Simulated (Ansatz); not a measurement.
Consider a comparison of functionals at one structure of Ge, space group Fmmm (Ansatz 0.2.0, Python API).

Script `run_xc.py`:
```python
"""One structure of Ge under several functionals."""

import ansatz as az
import numpy as np


def main() -> None:
    vectors = np.array([
        [0.0, 2.88574, 5.115665],
        [2.630497, 0.0, 5.115665],
        [2.630497, 2.88574, 0.0],
    ])
    system = (
        az.Lattice.of(vectors)
        .atom("Ge", (0.781867, 0.781867, 0.218133))
        .atom("Ge", (0.218133, 0.218133, 0.781867))
        .atom("Ge", (0.27351, 0.72649, 0.27351))
        .atom("Ge", (0.72649, 0.27351, 0.72649))
    )

    calc = (
        system.calculation()
        .basis(500)
        .kpoints(mesh=(7, 7, 7))
        .occupations("fermi_dirac", width=0.1)
        .stress()
    )

    rows = []
    for value in ["r2scan", "blyp", "lda"]:
        r = calc.functional(value).run(threads=1).report
        rows.append((value, r["free_energy_ev"] / len(r["lattice"]["sites"]), r["n_iterations"], sum(r["stress_gpa"][i][i] for i in range(3)) / 3, r["n_kpoints"]))

    print("  functional   F/atom (eV)    iterations       P (GPa)      k-points")
    for row in rows:
        print(f"{str(row[0]):>12s}  {row[1]:12.5f}  {row[2]:12d}  {row[3]:12.3f}  {row[4]:12d}")


if __name__ == "__main__":
    main()
```

Rank the functionals by the pressure that they give at this structure. What does the order say about their lattices?

From lowest to highest: LDA (-5.1 GPa), r2SCAN (-2.4 GPa) and BLYP (6.1 GPa). At a fixed cell a lower pressure usually means a smaller equilibrium volume, so LDA prefers the smallest cell and BLYP the largest.

The output:

```console
$ python run_xc.py
  functional   F/atom (eV)    iterations       P (GPa)      k-points
      r2scan   -4302.54265             7        -2.390            64
        blyp   -4304.81551             8         6.097            64
         lda   -4215.51865             7        -5.134            64
```

Caveats:
- BLYP can be off by several per cent in the lattices of metals, and by several GPa in the pressure at a fixed cell.
- The mesh is modest for a metal, so energies can be off by several to tens of meV an atom and pressures by half a GPa or more; differences at equal mesh fare better.
- Pressure is positive in compression.
- This isn't the structure that Ge takes at ambient conditions.
- Total energies of different functionals can't be compared; pressures, moments and gaps at this one structure can.
- Hardware and time: 36 s on 1 thread of Intel(R) Xeon(R) Processor @ 2.30GHz, with other jobs on the host, peak memory 0.88 GiB.
